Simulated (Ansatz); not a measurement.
# C10H18FNOTi: small, medium and large basis sets

Aim: see how fast density functionals converge with the basis set for C10H18FNOTi.

Program: Ansatz 0.2.0, Gaussian basis. Level of theory: one geometry, several basis sets. These are calculated values, not measurements.

Plan: PBE0-D4/def2-SVP; ωB97M-V/def2-SVP; PBE0-D4/def2-QZVPP; ωB97M-V/def2-QZVPP; the functionals' def2-TZVPP values are taken from earlier runs.

### Step 1. Structure used throughout

The geometry comes from an earlier relaxation with PBE0-D4 in a triple-zeta def2 set; it is a stationary point, not always the lowest conformer.

SMILES `CC[C@@]12[C@H]3[C@H]4[C@H]5[C@@H]1[Ti]4532([F])([O]C)[N](C)C`, 32 atoms, charge 0, spin multiplicity 1.

Atoms are counted from 1 here; the program's logs count them from 0.

Bond lengths: C1–C2 1.518 Å, C1–H15 1.092 Å, C1–H16 1.092 Å, C1–H17 1.093 Å, C2–C3 1.494 Å, C2–H18 1.094 Å, C2–H19 1.097 Å, C3–C4 1.416 Å, C3–C7 1.409 Å, C3–Ti8 2.430 Å, C4–C5 1.411 Å, C4–Ti8 2.378 Å, C4–H20 1.082 Å, C5–C6 1.409 Å, C5–Ti8 2.355 Å, C5–H21 1.080 Å, C6–C7 1.413 Å, C6–Ti8 2.360 Å and more. Angles: C2–C1–H15 110.9°, C2–C1–H16 110.6°, C2–C1–H17 111.6°, H15–C1–H16 107.9°, H15–C1–H17 108.1°, H16–C1–H17 107.5°, C1–C2–C3 114.4°, C1–C2–H18 109.6°, C1–C2–H19 109.6°, C3–C2–H18 108.4°, C3–C2–H19 108.4°, H18–C2–H19 106.2°, C2–C3–C4 125.4°, C2–C3–C7 127.6°, C2–C3–Ti8 121.1°, C4–C3–C7 106.9°, C4–C3–Ti8 70.9°, C7–C3–Ti8 72.0° and more.

### Step 2. PBE0-D4 in def2-SVP

Input file in.yaml:

```yaml
crystal:
  periodic: [false, false, false]
  atoms:
    - {symbol: C, position_ang: [-3.249960, -1.886525, -0.054437]}
    - {symbol: C, position_ang: [-3.064138, -0.518306, 0.577430]}
    - {symbol: C, position_ang: [-2.055353, 0.345517, -0.107671]}
    - {symbol: C, position_ang: [-1.398393, 1.457611, 0.471758]}
    - {symbol: C, position_ang: [-0.509701, 2.007326, -0.476918]}
    - {symbol: C, position_ang: [-0.596846, 1.223789, -1.644307]}
    - {symbol: C, position_ang: [-1.548277, 0.204176, -1.414734]}
    - {symbol: Ti, position_ang: [0.322420, -0.130222, 0.055564]}
    - {symbol: F, position_ang: [-0.155662, -1.135006, 1.471288]}
    - {symbol: O, position_ang: [0.989619, -1.224981, -1.236107]}
    - {symbol: C, position_ang: [1.972747, -2.207804, -1.068721]}
    - {symbol: N, position_ang: [1.916304, 0.676793, 0.680548]}
    - {symbol: C, position_ang: [2.925405, 1.223221, -0.185510]}
    - {symbol: C, position_ang: [1.979508, 1.199983, 2.021203]}
    - {symbol: H, position_ang: [-2.311954, -2.446371, -0.055528]}
    - {symbol: H, position_ang: [-3.987544, -2.469299, 0.500479]}
    - {symbol: H, position_ang: [-3.600870, -1.809002, -1.086312]}
    - {symbol: H, position_ang: [-2.765666, -0.635197, 1.623273]}
    - {symbol: H, position_ang: [-4.023064, 0.013730, 0.590385]}
    - {symbol: H, position_ang: [-1.530953, 1.798919, 1.489486]}
    - {symbol: H, position_ang: [0.137899, 2.858119, -0.324920]}
    - {symbol: H, position_ang: [-0.010279, 1.347866, -2.542434]}
    - {symbol: H, position_ang: [-1.792852, -0.585728, -2.108295]}
    - {symbol: H, position_ang: [2.789578, -1.857984, -0.424664]}
    - {symbol: H, position_ang: [2.387902, -2.476952, -2.045829]}
    - {symbol: H, position_ang: [1.548667, -3.111088, -0.615710]}
    - {symbol: H, position_ang: [2.825147, 2.314480, -0.300372]}
    - {symbol: H, position_ang: [2.865147, 0.772383, -1.178059]}
    - {symbol: H, position_ang: [3.930503, 1.031690, 0.215588]}
    - {symbol: H, position_ang: [1.838708, 2.292293, 2.046473]}
    - {symbol: H, position_ang: [1.215065, 0.741241, 2.651980]}
    - {symbol: H, position_ang: [2.956876, 0.985328, 2.475074]}
basis:
  gaussian: {orbitals: def2-SVP}
hamiltonian: {xc: pbe0, dispersion: d4}
output: {orbitals: {seedname: orbitals}}
```

Started as:

```bash
ansatz run in.yaml --threads 11 --pin off --events-out ev --progress --plain --max-ram 174080MiB --backend cuda --devices 0, --max-vram 75GiB
```

After this run come: ωB97M-V in def2-SVP; PBE0-D4 in def2-QZVPP; ωB97M-V in def2-QZVPP.

Before running them: what should the planned runs give, taken together? Wanted: PBE0-D4: double and triple zeta above quadruple; ωB97M-V: double and triple zeta above quadruple.

The runs gave:

| quantity | value |
| --- | --- |
| PBE0-D4: double and triple zeta above quadruple | 23.14, 1.34 eV |
| ωB97M-V: double and triple zeta above quadruple | 23.86, 1.26 eV |

What this shows: PBE0-D4 gains 21.80 eV from double to triple zeta, then 1.34 eV more. Total energies overstate the basis error of differences, where much of it tends to cancel.
